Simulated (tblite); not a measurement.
# B3H11OP3: the cost of one run

Computed with tblite 0.8.0 and PySCF 2.14.0; each step states its level. No surroundings beyond the atoms listed, unless a continuum is named. Atoms count from 0, parts from 1.

### 1 The system as given

18 atoms, charge -1, multiplicity 1; geometry: distance geometry start.

### 2 Geometry optimisation with GFN1-xTB

Job settings and geometry (Å):

```
{"job": {"kind": "relax", "xc": "GFN1-xTB", "basis": "xTB"}, "charge": -1, "multiplicity": 1}
P      0.754495    -1.062937    -0.327494
B     -0.237519    -0.118354    -1.643601
P     -0.962631     1.494404    -0.901174
B     -2.098296     1.031315     0.570476
P     -1.091423     0.079036     1.885232
B     -0.405666    -1.506314     1.137965
O     -1.517333    -2.359371     0.644942
H      1.266231    -2.226929    -0.859091
H      1.790478    -0.293534     0.121990
H     -1.110495    -0.797938    -2.031687
H      0.444140     0.155646    -2.515175
H     -1.648117     2.162988    -1.854357
H      0.085695     2.281914    -0.422453
H     -2.523381     2.035113     1.026553
H     -2.943016     0.368144     0.207557
H     -1.921375    -0.223664     2.966792
H     -0.056281     0.874208     2.361531
H      0.239894    -2.078080     1.933147
```

With the program's defaults for keys left out, this is: GFN1-xTB geometry optimisation, gas phase.

Launch:

```console
$ OMP_NUM_THREADS=1 python cluster_run.py task.json out
```

One launch serves the whole session: the jobs run in the order shown.

**Question.** How long does this first job take on 1 thread of Arm Neoverse V1, shared host?

About 23 s.
